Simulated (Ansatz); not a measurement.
# Be4NiGe (distorted cell): a single point

Computed with the Python package of Ansatz (0.2.0).

Contents of `be4nige.cif`:
```cif
data_Be4NiGe
_cell_length_a 3.035094
_cell_length_b 3.035094
_cell_length_c 3.035094
_cell_angle_alpha 60.00000
_cell_angle_beta 60.00000
_cell_angle_gamma 60.00000
_symmetry_space_group_name_H-M 'P 1'
_symmetry_Int_Tables_number 1
loop_
_symmetry_equiv_pos_as_xyz
'x, y, z'
loop_
_atom_site_label
_atom_site_type_symbol
_atom_site_fract_x
_atom_site_fract_y
_atom_site_fract_z
Be1 Be    0.376736    0.376736    0.376736
Be2 Be    0.869792    0.376736    0.376736
Be3 Be    0.376736    0.376736    0.869792
Be4 Be    0.376736    0.869792    0.376736
Ni5 Ni    0.750000    0.750000    0.750000
Ge6 Ge    0.000000    0.000000    0.000000
```

Script `be4nige.py`:
```python
# -*- coding: utf-8 -*-
"""Ground state of Be4NiGe at the given structure."""

import warnings

import ansatz as az
from ase.io import read
import numpy as np

warnings.simplefilter("ignore", az.DeckWarning)

atoms = read("be4nige.cif")
system = az.Crystal.from_ase(atoms).moments(Ni=1.0)

# settings of the run
calculation = (
    system.calculation()
    .functional(az.Functional.PBESOL)
    .pseudopotentials("paw")
    .basis(450)
    .kpoints(10)
    .occupations(az.OccupationsMethod.FERMI_DIRAC, width=0.05)
    .spin(az.SpinTreatment.COLLINEAR)
    .scf(max_iterations=85)
    .density_of_states(energy_step=0.1)
    .density()
    .potential()
)
def show(event):
    row = event["data"]
    if event["event"] == "scf_iter" and row.get("free_energy_ev") is not None:
        print(f"  iteration {row['iter']:3d}  F = {row['free_energy_ev']:.6f} eV  residual {row['dr2_ev']:.2e}")


result = calculation.session().plan().execute(on_event=show)
data = result.report

n_atoms = len(data["lattice"]["sites"])
print("F =", round(data["free_energy_ev"], 4), "eV for", n_atoms, "atoms")
print("E(sigma -> 0) =", round(data["energy_sigma0_ev"], 4), "eV, TS =", round(data["entropy_ts_ev"], 5), "eV")
print("closed by", data["closed_by"], "after", data["n_iterations"], "iterations")

print("site moments (muB):", [round(m, 2) for m in data["site_moments_mub"]])
print("electrons up, down:", [round(n, 3) for n in data["spin_occupation_sums"]])

dos = result.density_of_states()
energy = np.asarray(dos.energies_ev) - dos.fermi_ev
total = np.asarray(dos.spin_summed_g_bin_mean_per_ev)
print("E - E_F (eV)   states/eV")
for e in np.arange(-6, 6 + 0.01, 1.0):
    print(f"{e:8.1f} {np.interp(e, energy, total):12.3f}")

rho = result.density()
total = sum(ch.density_e_per_ang3 for ch in rho.channels[:2]) if len(rho.channels) < 3 else rho.channels[0].density_e_per_ang3
print("grid", rho.dims, "electrons", round(float(total.mean() * rho.cell_volume_ang3), 4))
profile = total.mean(axis=(0, 2))
print("planar average along grid axis 1 (e/A^3):")
print(np.array2string(profile[:: max(len(profile) // 16, 1)], precision=4))

used = data["setup"]
print("cutoffs (eV):", used["ecut_ev"], used["ecutrho_ev"], " FFT grid:", used["fft_dense"])
print("cell volume {:.3f} A^3, {} symmetry operations".format(used["cell_volume_ang3"], used["n_sym_ops"]))

v = result.potential()
line = v.v_es_ev.mean(axis=(0, 1))
print("planar mean of the electrostatic potential along the third grid axis (eV):")
print(np.round(line[:: max(len(line) // 12, 1)], 3))
```

Running `python be4nige.py` prints:
```text
  iteration  12  F = -10369.031958 eV  residual 3.81e-09
RunWarning: the starting moments were not kept: the SCF closed with an absolute magnetisation of 4.6e-7 μB, where they sum to 1 μB in size (1 site). That is at most 0.1 of that sum. Measured as dr2_m [...]
F = -10369.032 eV for 6 atoms
E(sigma -> 0) = -10369.03 eV, TS = 0.00389 eV
closed by deck_thresholds after 12 iterations
site moments (muB): [-0.0, -0.0, -0.0, -0.0, 0.0, -0.0]
electrons up, down: [20.0, 20.0]
E - E_F (eV)   states/eV
    -6.0        0.579
    -5.0        0.220
    -4.0        0.000
    -3.0        0.505
    -2.0        0.834
    -1.0        0.536
     0.0        0.116
     1.0        0.760
     2.0        0.675
     3.0        1.674
     4.0        0.715
     5.0        0.323
     6.0        0.626
grid (24, 24, 24) electrons 40.0
planar average along grid axis 1 (e/A^3):
[3.0601 2.7507 2.1954 1.6481 1.2623 1.0387 0.9161 0.8452 0.8069 0.7982
 0.8219 0.8888 1.0183 1.2443 1.6175 2.1714 2.85   3.4545 3.7257 3.5638
 3.1595 2.8533 2.8458 3.0226]
cutoffs (eV): 450.0 1800.0  FFT grid: [24, 24, 24]
cell volume 19.770 A^3, 24 symmetry operations
planar mean of the electrostatic potential along the third grid axis (eV):
[ 9.943 14.59  14.928 12.351 10.732 11.092 12.328 13.084 10.887  6.233
  3.827  5.328]
```
(Warnings from the package without file and line, shortened.)

The input holds a mistake (the cell is far too small), so what it prints is no property of Be4NiGe. The SCF didn't keep the moments it started from (some shrank, vanished or turned); what is printed is the state reached. For a metal this k-point mesh is coarse: on a finer one energies can move by several to tens of meV an atom and pressures by half a GPa or more, differences at one mesh by less. Densities and potentials on the grid are those of the valence electrons, and inside the cores they hang on the potentials used. The structure comes from a database of computed cells and needn't be a stable or known phase. The density of states is complete only as far up as bands were computed. The script silences the warnings on its input, which a real study should read. Cost: roughly 12 core-seconds.

(A comment or docstring line of the script was reworded after the run, the code is as it ran; lines on the test bed's own set-up are left out of the output.)
